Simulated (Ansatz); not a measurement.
# GeH₅ (doublet): the correlation ladder at distance H1–H2 along a hydrogen transfer = 0.901 Å, cc-pVDZ

Aim: climb from Hartree-Fock through coupled cluster and multireference methods for GeH₅ (doublet) at one geometry and basis, and see what each rung misses.

Program: Ansatz 0.2.0, Gaussian basis. Level of theory: cc-pVDZ, core rule «outside noble gas», up to 14 orbitals frozen. These are calculated values, not measurements.

Plan: UHF; CCSD(T) on ROHF; CCSD(T) on UHF; BCCD(T) on ROHF; CISD; CCSDT(Q) on ROHF; CCSDT(Q) on UHF; CASSCF and MRCISD+Q, 3 electrons in 3 orbitals; CASSCF and NEVPT2, 3 electrons in 3 orbitals; CASSCF and MRCISD+Q, 9 electrons in 9 orbitals; CASSCF and NEVPT2, 9 electrons in 9 orbitals.

8 further runs of the same task are left out: 7 that didn't finish, 1 set aside as unsound or not needed.

**1. What is computed**

The geometry derives from fragments relaxed apart (PBE0/def2-TZVP) and kept rigid, so it is no stationary point. A hydrogen atom is moved between rigid fragments. No spin-orbit coupling is included. The filled d shell of Ge may be among the frozen orbitals whatever the setting's name suggests; the logs give the count.

6 atoms, charge 0, spin multiplicity 2.

Atoms are counted from 1 here; the program's logs count them from 0.

Bond lengths: H2–Ge3 1.738 Å, Ge3–H4 1.539 Å, Ge3–H5 1.539 Å, Ge3–H6 1.539 Å. Angles: H2–Ge3–H4 107.7°, H2–Ge3–H5 107.7°, H2–Ge3–H6 107.7°, H4–Ge3–H5 111.2°, H4–Ge3–H6 111.2°, H5–Ge3–H6 111.2°.

Geometry (Å):

```xyz
6

H    -2.6004    0.0000    0.0000
H    -1.6994    0.0000    0.0000
Ge    0.0386    0.0000    0.0000
H     0.5072   -1.4659    0.0000
H     0.5072    0.7330   -1.2695
H     0.5072    0.7330    1.2695
```

**2. UHF**

Contents of in.yaml:

```yaml
crystal:
  periodic: [false, false, false]
  atoms:
    - {symbol: H, position_ang: [-2.600450, 0.000000, -0.000001]}
    - {symbol: H, position_ang: [-1.699450, 0.000000, -0.000001]}
    - {symbol: Ge, position_ang: [0.038550, 0.000000, 0.000000]}
    - {symbol: H, position_ang: [0.507219, -1.465915, 0.000000]}
    - {symbol: H, position_ang: [0.507219, 0.732957, -1.269519]}
    - {symbol: H, position_ang: [0.507219, 0.732957, 1.269520]}
basis:
  gaussian: {orbitals: cc-pVDZ}
magnetization: {spin_polarized: true, initial_magnetization: 1}
hamiltonian: {xc: hf}
output: {orbitals: {seedname: orbitals}}
```

The run is started by

```console
$ ansatz run in.yaml --threads 1 --pin off --events-out ev --progress --plain --max-ram 2393MiB
```

The runs that follow: CCSD(T) on ROHF; CCSD(T) on UHF; BCCD(T) on ROHF; CISD; CCSDT(Q) on ROHF; CCSDT(Q) on UHF; CASSCF and MRCISD+Q, 3 electrons in 3 orbitals; CASSCF and NEVPT2, 3 electrons in 3 orbitals; CASSCF and MRCISD+Q, 9 electrons in 9 orbitals; CASSCF and NEVPT2, 9 electrons in 9 orbitals.

**Question.** What will the summary of the whole plan be? Wanted: UCCSDT(Q) below the RHF energy; RMP2 from UCCSDT(Q); UMP2 from UCCSDT(Q); RCCSD from UCCSDT(Q); RCCSD(T) from UCCSDT(Q); UCCSD(T) from UCCSDT(Q); RCCSDT(Q) from UCCSDT(Q); NEVPT2 pair from UCCSDT(Q); NEVPT2 valence from UCCSDT(Q).

**Answer**, as computed:

| quantity | value |
| --- | --- |
| UCCSDT(Q) below the RHF energy | -4.5886 eV |
| RMP2 from UCCSDT(Q) | +1022.9 meV |
| UMP2 from UCCSDT(Q) | +1036.6 meV |
| RCCSD from UCCSDT(Q) | +104.4 meV |
| RCCSD(T) from UCCSDT(Q) | +23.6 meV |
| UCCSD(T) from UCCSDT(Q) | +22.0 meV |
| RCCSDT(Q) from UCCSDT(Q) | +2.3 meV |
| NEVPT2 pair from UCCSDT(Q) | +966.6 meV |
| NEVPT2 valence from UCCSDT(Q) | +797.4 meV |
| MRCISD+Q valence from UCCSDT(Q) | +12.8 meV |
| levels within 1 kcal/mol (43 meV) | RCCSD(T), UCCSD(T), BCCD(T), RCCSDT, UCCSDT, RCCSDT(Q), MRCISD+Q valence |
| T1 diagnostic | 0.020 |
| effectively unpaired electrons | 1.02 |

In words: RCCSD(T) lands +23.6 meV from the yardstick (0.5 % of the correlation energy). One determinant dominates. Of the multireference levels listed MRCISD+Q valence comes nearest in total energy (+12.8 meV), which doesn't show that its space is the better one. These misses are within one basis, not against nature; the frozen cores of restricted and unrestricted runs differ, which can shift their rows.
